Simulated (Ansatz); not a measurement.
# CH5Ga: the cost of one run

Program: Ansatz 0.2.0. Level of theory: RKS BLYP-D4/def2-SVP. These are calculated values, not measurements.

## 1. The system as given

Bond lengths: Ga1–H2 1.570 Å, Ga1–H3 1.570 Å, Ga1–C4 1.980 Å, C4–H5 1.110 Å, C4–H6 1.110 Å, C4–H7 1.110 Å. Angles: H2–Ga1–H3 120.0°, H2–Ga1–C4 120.0°, H3–Ga1–C4 120.0°, Ga1–C4–H5 109.5°, Ga1–C4–H6 109.5°, Ga1–C4–H7 109.5°, H5–C4–H6 109.4°, H5–C4–H7 109.4°, H6–C4–H7 109.4°.

Structure file:

```xyz
7

Ga    0.0000    0.0000    0.0000
H     0.0000    0.0000    1.5700
H     1.3596    0.0000   -0.7850
C    -1.7147    0.0000   -0.9900
H    -2.2748   -0.9305   -0.7608
H    -2.3188    0.8797   -0.6846
H    -1.5130    0.0508   -2.0803
```

## 2. Preparing the start

Contents of input.yaml:

```yaml
crystal:
  periodic: [false, false, false]
  atoms:
    - { symbol: Ga, position_ang: [0.0, 0.0, 0.0] }
    - { symbol: H, position_ang: [0.0, 0.0, 1.57] }
    - { symbol: H, position_ang: [1.3596, 0.0, -0.785] }
    - { symbol: C, position_ang: [-1.7147, 0.0, -0.99] }
    - { symbol: H, position_ang: [-2.2748, -0.9305, -0.7608] }
    - { symbol: H, position_ang: [-2.3188, 0.8797, -0.6846] }
    - { symbol: H, position_ang: [-1.513, 0.0508, -2.0803] }
basis:
  gaussian: { orbitals: def2-SVP }
hamiltonian:
  xc: blyp
  dispersion: d4
relax:
  f_tol: 0.02
  max_steps: 40
```

On the command line:

```console
> ansatz run input.yaml --threads 1 --pin off --max-ram 2048MiB --backend cpu --events-out ev --progress --plain --runs-dir out
```

**Question.** How long does this run take on 1 thread of Arm Neoverse V1, shared host, and how much memory does it need?

About 8.2 s, with a peak of 0.12 GiB.
